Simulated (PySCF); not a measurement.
# Ways to converge the SCF of SrS⁺

Do solver options change the result for SrS⁺, or only the number of cycles?

Computed with PySCF 2.14.0. Level: method and basis as typed in the scripts.

4 further runs of the same task are left out: 4 that didn't finish.

## 1. The starting structure

SrS⁺: 2 atoms, charge 1, spin multiplicity 2.

Bond lengths: Sr1–S2 2.599 Å.

## 2. Base script

input.py

```python
from pyscf import gto, dft

mol = gto.M(
    atom='Sr 0 0 0; S 0 0 2.599',
    basis='crenbl',
    ecp={'Sr': 'crenbl', 'S': 'crenbl'},
    charge=1,
    spin=1,
    verbose=3,
)
mf = dft.UKS(mol, xc='pw91')
mf.kernel()
mf.stability(internal=True, external=True)
mf.dip_moment()
print('orbital energies (hartree):', [e[max(0, n-3):n+3].round(4) for e, n in zip(mf.mo_energy, mol.nelec)])
```

Started as:

```sh
$ python input.py
```

The log of this run is left out.

In short: E(SCF) = -40.560416 Eh, ⟨S²⟩ = 0.758, internal stable; real -> complex stable; UHF/UKS -> GHF/GKS unstable.

The bond length is a typed value, not an optimised one. The dipole of an ion depends on the origin.

## 3. Smearing width 0.001 hartree

Run 1 changes smearing width: none → 0.001 hartree; step after the SCF: stability → none.

input.py

```python
from pyscf import gto, dft, scf

mol = gto.M(
    atom='Sr 0 0 0; S 0 0 2.599',
    basis='crenbl',
    ecp={'Sr': 'crenbl', 'S': 'crenbl'},
    charge=1,
    spin=1,
    verbose=3,
)
mf = dft.UKS(mol, xc='pw91')
mf = scf.addons.smearing_(mf, sigma=0.001, method='fermi')
mf.kernel()
mf.dip_moment()
print('orbital energies (hartree):', [e[max(0, n-3):n+3].round(4) for e, n in zip(mf.mo_energy, mol.nelec)])
```

Started as:

```sh
$ python input.py
```

## 4. Second-order solver on

Run 2 changes second-order solver: off → on.

input.py: that of step 2 with these lines changed.

```diff
@@ -11,2 +11,3 @@
 mf = dft.UKS(mol, xc='pw91')
+mf = mf.newton()
 mf.kernel()
```

## 5. Damping 0.5

Run 3 changes damping: none → 0.5.

input.py: that of step 2 with these lines changed.

```diff
@@ -11,2 +11,4 @@
 mf = dft.UKS(mol, xc='pw91')
+mf.damp = 0.5
+mf.diis_start_cycle = 8
 mf.kernel()
```

Q: Predict the outcome of this session. Wanted: for each run, E(SCF); from base; after the SCF.

**Answer**, as computed:

```
                         run  E(SCF) (hartree)  from base (eV)                 after the SCF
                        base        -40.560416               0  unstable: UHF/UKS -> GHF/GKS
smearing width 0.001 hartree        -40.549530  not comparable                           n/a
      second-order solver on        -40.560416          0.0000  unstable: UHF/UKS -> GHF/GKS
                 damping 0.5        -40.560416          0.0000  unstable: UHF/UKS -> GHF/GKS
```

With second-order solver on or damping 0.5 the SCF ends at the base energy.
